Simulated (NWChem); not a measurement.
# GeClF (SMILES [F][Ge][Cl]) at 6 levels

We compute a comparison of 6 runs (M06-2X/def2-TZVP, B3LYP/def2-TZVP, PBE/def2-TZVP, PBE0/def2-TZVP, SVWN5/def2-TZVP, MP2/def2-TZVP) of GeClF. 

The calculation is run with NWChem 7.3.0.

2 further runs of the same task are left out: 2 set aside as unsound or not needed.

### 1 Starting point

GeClF: 3 atoms, total charge 0, spin state singlet. SMILES: `[F][Ge][Cl]`. The shape is that of a PBE0-D4/def2-TZVP optimisation.

Bond lengths: F1–Ge2 1.748 Å, Ge2–Cl3 2.180 Å. Angles: F1–Ge2–Cl3 98.3°.

### 2 Energy and forces at M06-2X/def2-TZVP (run 1)

run.py

```python
from ase import Atoms
from ase.calculators.nwchem import NWChem

system = Atoms(['F', 'Ge', 'Cl'], positions=[
    [0.110400, 1.418700, 0.206200],
    [-0.762800, 0.035600, -0.410300],
    [0.641600, -1.519100, 0.191000],
])

calc = NWChem(
    label='clfge',
    theory='dft',
    memory='2200 mb',
    basis='def2-TZVP',
    basispar='spherical bse',
    dft={'xc': 'm06-2x', 'mult': '1', 'grid': 'fine', 'convergence': 'energy 1e-08', 'iterations': '100', 'mulliken': None, 'print': 'low'},
)
system.calc = calc

forces = system.get_forces()
print(f"energy = {system.get_potential_energy():.6f} eV")
print("forces (eV/A):")
for s, f in zip(system.symbols, forces):
    print(f"{s:2s} {f[0]:10.5f} {f[1]:10.5f} {f[2]:10.5f}")
```

The run is started by

```
$ export ASE_NWCHEM_COMMAND="nwchem PREFIX.nwi > PREFIX.nwo"
$ python run.py
```

Output:

```text
energy = -71760.449932 eV
forces (eV/A):
F    -0.02905   -0.11611   -0.02777
Ge   -0.04031    0.14835   -0.00653
Cl    0.06937   -0.03229    0.03430
```

The calculator wrote clfge.nwi:

```
title "clfge"

permanent_dir clfge

scratch_dir clfge

start clfge

geometry units angstrom nocenter noautosym noautoz
  F  1.1040000000000000e-01 1.4187000000000001e+00 2.0619999999999999e-01
  Ge -7.6280000000000003e-01 3.5600000000000000e-02 -4.1030000000000000e-01
  Cl 6.4159999999999995e-01 -1.5190999999999999e+00 1.9100000000000000e-01
end

memory 2200 mb

basis spherical bse noprint
   * library def2-TZVP
end

dft
  xc m06-2x
  mult 1
  grid fine
  convergence energy 1e-08
  iterations 100
  mulliken
  print low
end

task dft gradient
```

clfge.nwo:

```text
Northwest Computational Chemistry Package (NWChem) 7.3.0
             --------------------------------------------------------

           Job information
           ---------------

    nwchem branch   = 7.3.0
    use scalapack   = T
    input           = clfge.nwi
    prefix          = clfge.
    data base       = clfge/clfge.db
    status          = startup
    nproc           =        1

           Memory information
           ------------------

    heap     =     72089600 doubles =      550.0 Mbytes
    stack    =     72089597 doubles =      550.0 Mbytes
    global   =    144179200 doubles =     1100.0 Mbytes (distinct from heap & stack)
    total    =    288358397 doubles =     2200.0 Mbytes
    verify   = yes
    hardfail = no

           Directory information
           ---------------------

  0 permanent = clfge
  0 scratch   = clfge

                                NWChem Input Module
                                -------------------

                                       clfge
                                       -----

[... 23 lines left out ...]
            Nuclear Dipole moment (a.u.)
[... 57 lines left out ...]
   convergence    iter        energy       DeltaE   RMS-Dens  Diis-err    time
[... 13 lines left out ...]
         Total DFT energy =    -2637.147915502442
      One electron energy =    -4161.149060502842
           Coulomb energy =     1395.468745895324
    Exchange-Corr. energy =     -117.844970675393
 Nuclear repulsion energy =      246.377369780469
[... 15 lines left out ...]
     -------------------------------------------
      Total Density - Lowdin Population Analysis
     -------------------------------------------

    Atom       Charge   Shell Charges
 -----------   ------   -------------------------------------------------------
    1 F    9     9.20   0.86  1.10  0.61  0.75  0.43  2.12  2.19  1.13  0.00  0.01  0.00
    2 Ge  32    31.83   2.00  2.00  1.12  0.85  0.80  0.83  5.92  3.93  2.06  0.84  0.66  8.59  1.19  0.39  0.46  0.20
    3 Cl  17    16.97   1.98  0.84  1.14  0.92  0.81  3.94  1.89  1.26  2.49  1.65  0.00  0.04  0.00

                         DFT ENERGY GRADIENTS

    atom               coordinates                        gradient
                 x          y          z           x          y          z
   1 F       0.208626   2.680954   0.389661    0.000565   0.002258   0.000540
   2 Ge     -1.441483   0.067274  -0.775355    0.000784  -0.002885   0.000127
   3 Cl      1.212448  -2.870683   0.360938   -0.001349   0.000628  -0.000667

 Task  times  cpu:       44.2s     wall:       44.2s
 Total times  cpu:       44.2s     wall:       44.2s
```

It took 45 s on 1 thread of Intel Xeon 6975P-C (Granite Rapids), shared host; peak memory 0.13 GiB.

### 3 Energy and forces at B3LYP/def2-TZVP (run 2)

run.py

```python
from ase import Atoms
from ase.calculators.nwchem import NWChem

molecule = Atoms(['F', 'Ge', 'Cl'], positions=[
    [0.110400, 1.418700, 0.206200],
    [-0.762800, 0.035600, -0.410300],
    [0.641600, -1.519100, 0.191000],
])

calc = NWChem(
    label='clfge',
    theory='dft',
    memory='2200 mb',
    basis='def2-TZVP',
    basispar='spherical bse',
    dft={'xc': 'b3lyp', 'mult': '1', 'grid': 'fine', 'convergence': 'energy 1e-08', 'iterations': '100', 'mulliken': None},
)
molecule.calc = calc

forces = molecule.get_forces()
print(f"energy = {molecule.get_potential_energy():.6f} eV")
print("forces (eV/A):")
for s, f in zip(molecule.symbols, forces):
    print(f"{s:2s} {f[0]:10.5f} {f[1]:10.5f} {f[2]:10.5f}")
print("dipole (e A):", molecule.get_dipole_moment().round(4))
```

The run is started by

```
$ export ASE_NWCHEM_COMMAND="nwchem PREFIX.nwi > PREFIX.nwo"
$ python run.py
```

Output:

```text
energy = -71763.321624 eV
forces (eV/A):
F     0.16908    0.31506    0.12429
Ge   -0.37913   -0.05322   -0.21114
Cl    0.21001   -0.26184    0.08690
dipole (e A): [-0.4205 -0.0442 -0.2326]
```

The calculator wrote clfge.nwi:

```
title "clfge"

permanent_dir clfge

scratch_dir clfge

start clfge

geometry units angstrom nocenter noautosym noautoz
  F  1.1040000000000000e-01 1.4187000000000001e+00 2.0619999999999999e-01
  Ge -7.6280000000000003e-01 3.5600000000000000e-02 -4.1030000000000000e-01
  Cl 6.4159999999999995e-01 -1.5190999999999999e+00 1.9100000000000000e-01
end

memory 2200 mb

basis spherical bse noprint
   * library def2-TZVP
end

dft
  xc b3lyp
  mult 1
  grid fine
  convergence energy 1e-08
  iterations 100
  mulliken
end

task dft gradient
```

clfge.nwo, cut to the lines that bear on the results:

```text
[...]
         Total DFT energy =    -2637.253448252653
[...]
  wavefunction    = closed shell
                         DFT ENERGY GRADIENTS
    atom               coordinates                        gradient
                 x          y          z           x          y          z
   1 F       0.208626   2.680954   0.389661   -0.003288  -0.006127  -0.002417
   2 Ge     -1.441483   0.067274  -0.775355    0.007373   0.001035   0.004106
   3 Cl      1.212448  -2.870683   0.360938   -0.004084   0.005092  -0.001690
[...]
```

Wall time 44 s (1 thread of Intel Xeon 6975P-C (Granite Rapids), shared host); peak memory 0.13 GiB.

### 4 Energy and forces at PBE/def2-TZVP (run 3)

clfge.nw

```
start clfge
title "ClFGe"
memory 2200 mb
geometry units angstrom noautosym nocenter noautoz
  F      0.110400     1.418700     0.206200
  Ge    -0.762800     0.035600    -0.410300
  Cl     0.641600    -1.519100     0.191000
end
basis spherical bse
  * library def2-TZVP
end
dft
  xc xpbe96 cpbe96
  grid fine
  convergence energy 1e-08
  maxiter 100
  mulliken
end
task dft gradient
```

The run is started by

```
$ nwchem clfge.nw > clfge.out
```

Output:

```text
[...]
          Wavefunction type:  closed shell.
          No. of atoms     :     3
          No. of electrons :    58
[...]
          Charge           :     0
          Spin multiplicity:     1
[...]
          AO basis - number of functions:   116
[...]
              XC Information
              --------------
          PerdewBurkeErnzerhof Exchange Functional  1.000
            Perdew 1991 LDA Correlation Functional  1.000 local
           PerdewBurkeErnz. Correlation Functional  1.000 non-local
[...]
 d= 0,ls=0.0,diis     1  -2636.4825910736 -2.88D+03  1.57D-02  1.81D+00     3.5
[...]
 d= 0,ls=0.0,diis    12  -2636.6000934914 -4.81D-09  2.54D-07  1.27D-09    29.9
         Total DFT energy =    -2636.600093491396
      One electron energy =    -4160.504694124414
           Coulomb energy =     1394.692353615151
    Exchange-Corr. energy =     -117.165122762602
 Nuclear repulsion energy =      246.377369780469
[...]
      Total Density - Mulliken Population Analysis
     ---------------------------------------------
    Atom       Charge   Shell Charges
 -----------   ------   -------------------------------------------------------
    1 F    9     9.32   0.77  1.20  0.62  0.98  0.35  2.27  2.07  1.05  0.00  0.01  0.00
    2 Ge  32    31.40   2.00  2.00  1.18  0.77  1.18  0.77  5.98  4.43  1.56  0.89  0.37  8.84  1.09  0.17  0.13  0.06
    3 Cl  17    17.28   2.01  0.43  1.52  1.15  0.82  4.19  1.66  1.13  2.81  1.52  0.01  0.02  0.00
[...]
  wavefunction    = closed shell
                         DFT ENERGY GRADIENTS
    atom               coordinates                        gradient
                 x          y          z           x          y          z
   1 F       0.208626   2.680954   0.389661   -0.006319  -0.011316  -0.004596
   2 Ge     -1.441483   0.067274  -0.775355    0.010597   0.005769   0.006344
   3 Cl      1.212448  -2.870683   0.360938   -0.004278   0.005547  -0.001748
[...]
```

Wall time 45 s (1 thread of Intel Xeon 6975P-C (Granite Rapids), shared host); peak memory 0.13 GiB.

Runs 4 to 5 aren't shown in full; the table further down has their settings and results.

### 5 Energy and gradient at MP2/def2-TZVP (run 6)

clfge.xyz

```xyz
3
ClFGe mp2
F      0.110400     1.418700     0.206200
Ge    -0.762800     0.035600    -0.410300
Cl     0.641600    -1.519100     0.191000
```

clfge.nw

```
start clfge
title "ClFGe mp2"
memory total 2200 mb

geometry units angstrom noautosym nocenter noautoz
 load clfge.xyz
end

basis "ao basis" spherical bse
 F library def2-TZVP
 Ge library def2-TZVP
 Cl library def2-TZVP
end

scf
 thresh 1e-08
 maxiter 80
 noprint "final vectors analysis"
end

mp2
 freeze core 15
 tight
end

task mp2 gradient
```

The run is started by

```
$ nwchem clfge.nw > clfge.out
```

Output:

```text
[...]
  functions       =   116
[...]
  wavefunction    = RHF
[...]
         Total SCF energy =  -2634.448033968384
      One-electron energy =  -4161.293045784422
      Two-electron energy =   1280.467642035569
 Nuclear repulsion energy =    246.377369780469
        Time for solution =     40.2s
[...]
          Total MP2 energy         -2635.107705272394
[...]
                         mp2 ENERGY GRADIENTS
    atom               coordinates                        gradient
                 x          y          z           x          y          z
   1 F       0.208626   2.680954   0.389661    0.001274   0.001697   0.000866
   2 Ge     -1.441483   0.067274  -0.775355   -0.003111   0.000138  -0.001673
   3 Cl      1.212448  -2.870683   0.360938    0.001837  -0.001835   0.000807
[...]
```

Wall time 1.8 min (1 thread of Intel Xeon 6975P-C (Granite Rapids), shared host); peak memory 0.52 GiB.

### 6 All runs side by side

```
run             level  integration grid  iteration cap   energy (Eh)  largest force (eV/Å)  wall time
  1  M06-2X/def2-TZVP              fine            100  -2637.147916                 0.154       45 s
  2   B3LYP/def2-TZVP              fine            100  -2637.253448                 0.437       44 s
  3     PBE/def2-TZVP              fine            100  -2636.600093                 0.707       45 s
  4    PBE0/def2-TZVP              fine            100  -2636.680946                 0.004       41 s
  5   SVWN5/def2-TZVP              fine            100  -2631.941958                 0.165       42 s
  6     MP2/def2-TZVP                 –             80  -2635.107705                 0.182    1.8 min
```

### 7 Outcome

| quantity | value |
| --- | --- |
| run 6: total energy | -2635.10771 Eh |
| run 6: dipole moment (of the density that the program reports) | 2.24 D |
| run 6: correlation energy (15 core orbitals frozen) | -659.7 mEh |
| run 6: largest force on an atom | 0.182 eV/Å |

Over runs 2, 3, 4, 5, 6 the dipole moment (its size) runs from 2.09 D (PBE/def2-TZVP) to 2.32 D (B3LYP/def2-TZVP). Over runs 2, 3, 4, 5 the HOMO–LUMO gap runs from 3.62 eV (SVWN5/def2-TZVP) to 5.59 eV (PBE0/def2-TZVP). Totals of different functionals can't be ranked against each other. All runs together took 5.4 min, the longest 1.8 min.
